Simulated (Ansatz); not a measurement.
CsLiCr2Te2S3 under changes of volume

One of the cells (29.175 Å³/atom); the others are scaled copies at fixed shape and fractional positions:

```
Cs Li Cr Te S
1.0
     3.31929    1.91639    6.87982
    -3.31929    1.91639    6.87982
     0.00000   -3.83279    6.87982
Cs Li Cr Te S
1 1 2 2 3
Direct
  0.00000 0.00000 0.00000
  0.50000 0.50000 0.50000
  0.79848 0.79848 0.79848
  0.20152 0.20152 0.20152
  0.67990 0.67990 0.67990
  0.32010 0.32010 0.32010
  0.13626 0.86374 0.50000
  0.50000 0.13626 0.86374
  0.86374 0.50000 0.13626
```

The cell was built by a generator and needn't be a form met in nature.

| Quantity | Value |
| --- | --- |
| Program | Ansatz 0.2.0 |
| Functional | PBE |
| Potentials or basis | Ansatz PAW |
| Cutoff | 420 eV (not typed: the program's choice for these potentials) |
| k mesh | 5 × 5 × 5 |
| Occupations | fermi-dirac, width 0.05 eV |
| Spin | collinear spin, ferromagnetic start |
| Starting moments | [0.0, 0.0, 3.0, 3.0, 0.0, 0.0, 0.0, 0.0, 0.0] μB |

```csv
volume (Å³/atom),energy over the lowest point (meV/atom),pressure (GPa),largest force (eV/Å)
27.425,13.85,2.7,0.536
28.008,5.83,1.7,0.337
28.592,?,?,?
29.175,0.00,0.0,0.006
29.759,1.48,-0.8,0.151
30.342,5.47,-1.4,0.282
30.926,11.71,-2.0,0.401
```

Question: What does the run at 28.592 Å³/atom give?

Answer: Energy over the lowest point 1.34 meV/atom; pressure 0.8 GPa; largest force 0.157 eV/Å.

Worked out: A Birch-Murnaghan fit of order 3 (a polynomial in V^(-2/3)) to the other rows has its minimum at 29.15 Å³/atom with B0 = V·E''(V) = 39 GPa and B' = 4.7 at fixed shape and positions, which overstates the stiffness. It gives 1.34 meV/atom at 28.592 Å³/atom, against the run's 1.34, and -dE/dV = 0.8 GPa, against 0.8.

Energies are extrapolated to zero smearing.

Caveats: only a ferromagnetic start was run, and an antiferromagnetic order may lie lower in energy.
